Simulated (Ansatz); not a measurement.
# CH₃O₂S, SMILES C[S](=O)=O: an atomisation energy

Computed with the Python package of Ansatz (0.2.0).

Interactive session:
```pycon
>>> from collections import Counter
>>> import ansatz
>>> from ase import Atoms
>>> BASIS_SET = "cc-pVDZ"
>>> XC = "B3LYP"
>>> VDW = "d4"
>>> def total_energy(molecule, charge=0, unpaired=0):
...     calc = molecule.calculation().basis(gaussian=BASIS_SET).functional(XC, dispersion=VDW)
...     if charge:
...         calc = calc.charge(charge)
...     if unpaired:
...         calc = calc.spin("collinear", total=unpaired)
...     return calc.run().report["free_energy_ev"]
...
>>> atoms = Atoms(["C", "S", "O", "O", "H", "H", "H"], positions=[
...     [-0.4883, 0.4032, -0.2555],
...     [0.3981, -0.7367, 0.7699],
...     [0.5746, -1.8644, -0.2213],
...     [1.7115, 0.0899, 1.0724],
...     [-1.4704, -0.0304, -0.5937],
...     [-0.7501, 1.3569, 0.3229],
...     [0.0859, 0.7135, -1.1404],
... ])
>>> ch3o2s = ansatz.Crystal.molecule_from_ase(atoms)
>>> unpaired = {"C": 2, "S": 2, "O": 2, "H": 1}
>>> counts = Counter(site.symbol for site in ch3o2s.cartesian_sites)
>>> atom_energy = {s: total_energy(ansatz.Crystal.molecule().atom(s, (0, 0, 0)), 0, unpaired[s]) for s in counts}
>>> whole = total_energy(ch3o2s, 0, 1)
>>> for s, e in atom_energy.items():
...     print(f"{s:2s} x{counts[s]}  {e:14.5f} eV")
...
C  x1     -1030.00471 eV
S  x1    -10833.53535 eV
O  x2     -2042.71786 eV
H  x3       -13.63992 eV
>>> print(f"CH3O2S: {whole:.5f} eV")
CH3O2S: -16013.00595 eV
>>> split = sum(counts[s] * e for s, e in atom_energy.items()) - whole
>>> print(f"atomisation energy (no zero-point term): {split:.3f} eV, {split / sum(counts.values()):.3f} eV an atom")
atomisation energy (no zero-point term): 23.110 eV, 3.301 eV an atom
```

23.110 eV from the electronic energies, without the zero-point term.

What to keep in mind:
- Total energies depend on the basis set; only differences at equal settings carry meaning.
- The geometry is a force-field or estimated start, not a minimum of this method, and the basis set is short of its limit. All parts are taken at fixed geometry, without zero-point energy.
- The run takes the species as open-shell (spin multiplicity 2), which needn't be its ground state.
- b3lyp holds the VWN-RPA fit, as in Gaussian; the form of ORCA and Turbomole is b3lyp5.
- For Al to Cl the sets with a tight d function, cc-pV(X+d)Z, are usual.
- Run time: 6.2 s on 1 thread of Arm Neoverse V1, with other jobs on the host, peak memory 0.25 GiB.
